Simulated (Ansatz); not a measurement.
# C₂H₇FGaN: up Jacob's ladder to CCSD(T)

Aim: compute C₂H₇FGaN with functionals from several rungs and with coupled cluster. The yardstick is the atomisation energy at the CCSD(T) limit.

Method: functionals in def2-TZVPP, the program's frozen cores in correlated methods; program: Ansatz 0.2.0, Gaussian basis.

The runs, in order: PBE-D4, r2SCAN-D4, PBE0-D4, B3LYP-D4, ωB97X-V, ωB97M-V, B2PLYP; CCSD(T)/def2-TZVPP; MP2/def2-QZVPP; extrapolation to the limit.

### 1 The geometry

An earlier PBE0-D4 in a triple-zeta def2 set relaxation fixed the geometry.

12 atoms, charge 0, spin multiplicity 1.

Atoms are counted from 1 here; the program's logs count them from 0.

Bond lengths: C1–Ga2 1.959 Å, C1–H6 1.090 Å, C1–H7 1.093 Å, C1–H8 1.092 Å, Ga2–N3 1.842 Å, Ga2–H9 1.564 Å, N3–C4 1.400 Å, N3–H10 1.008 Å, C4–F5 1.408 Å, C4–H11 1.094 Å, C4–H12 1.093 Å. Angles: Ga2–C1–H6 111.6°, Ga2–C1–H7 110.1°, Ga2–C1–H8 110.5°, H6–C1–H7 108.0°, H6–C1–H8 108.8°, H7–C1–H8 107.7°, C1–Ga2–N3 116.4°, C1–Ga2–H9 128.9°, N3–Ga2–H9 114.6°, Ga2–N3–C4 125.0°, Ga2–N3–H10 119.7°, C4–N3–H10 113.4°, N3–C4–F5 112.4°, N3–C4–H11 112.4°, N3–C4–H12 110.8°, F5–C4–H11 105.3°, F5–C4–H12 105.6°, H11–C4–H12 109.9°.

### 2 PBE-D4 (GGA)

Input file in.yaml:

```yaml
crystal:
  periodic: [false, false, false]
  atoms:
    - {symbol: C, position_ang: [-1.571116, 0.806771, 0.827795]}
    - {symbol: Ga, position_ang: [0.248759, 1.259801, 0.262881]}
    - {symbol: N, position_ang: [1.288812, -0.135085, -0.341993]}
    - {symbol: C, position_ang: [0.816006, -1.419830, -0.636539]}
    - {symbol: F, position_ang: [0.299407, -1.515985, -1.942555]}
    - {symbol: H, position_ang: [-2.168929, 1.700227, 1.009940]}
    - {symbol: H, position_ang: [-1.544050, 0.223234, 1.752039]}
    - {symbol: H, position_ang: [-2.068357, 0.200614, 0.067749]}
    - {symbol: H, position_ang: [0.976829, 2.642610, 0.310716]}
    - {symbol: H, position_ang: [2.203896, 0.052212, -0.722152]}
    - {symbol: H, position_ang: [1.604242, -2.177010, -0.581333]}
    - {symbol: H, position_ang: [-0.008600, -1.692661, 0.027353]}
basis:
  gaussian: {orbitals: def2-TZVPP}
hamiltonian: {xc: pbe, dispersion: d4}
output: {forces: true, orbitals: {seedname: orbitals}}
```

On the command line:

```
$ ansatz run in.yaml --threads 4 --pin off --events-out ev --progress --plain --max-ram 10444MiB
```

Further steps of the session: r2SCAN-D4 (meta-GGA); PBE0-D4 (hybrid); B3LYP-D4 (hybrid); ωB97X-V (range-separated); ωB97M-V (range-separated); B2PLYP (double hybrid); CCSD(T) in def2-TZVPP; MP2 in def2-QZVPP.

Before running them: what should the planned runs give, taken together? Wanted: atomisation energy, CCSD(T)/CBS; farthest; mean size of error, hybrid; mean size of error, range-separated; gap, smallest and largest; T1 diagnostic; triples share of the correlation energy.

**Answer**, as computed:

| quantity | value |
| --- | --- |
| atomisation energy, CCSD(T)/CBS | 1002.6 kcal/mol |
| functionals within 10.0 kcal/mol (1.0 %) | r2SCAN-D4, PBE0-D4, B3LYP-D4, ωB97X-V, ωB97M-V |
| farthest | PBE-D4 (+16.9 kcal/mol) |
| mean size of error, hybrid | 2.7 kcal/mol |
| mean size of error, range-separated | 1.5 kcal/mol |
| gap, smallest and largest | 4.72 eV (PBE-D4), 11.18 eV (ωB97X-V) |
| T1 diagnostic | 0.0128 |
| triples share of the correlation energy | 3.6 % |

What this shows: PBE-D4 is off by +16.9 kcal/mol. Double hybrids carry the basis error of their MP2 part in triple zeta, and no dispersion term here, so their miss is partly the set-up's. Misses under about 10.0 kcal/mol are within the doubt on the reference itself, which lacks core-valence correlation, relativity and higher excitations, and its outer-core shells are covered unevenly. Hartree-Fock recovers 71 % of the binding; the rest is correlation. Orbital gaps span 4.7 to 11.2 eV; exact exchange widens them. Correlated methods include outer-core shells of Ga, which these sets cover unevenly.
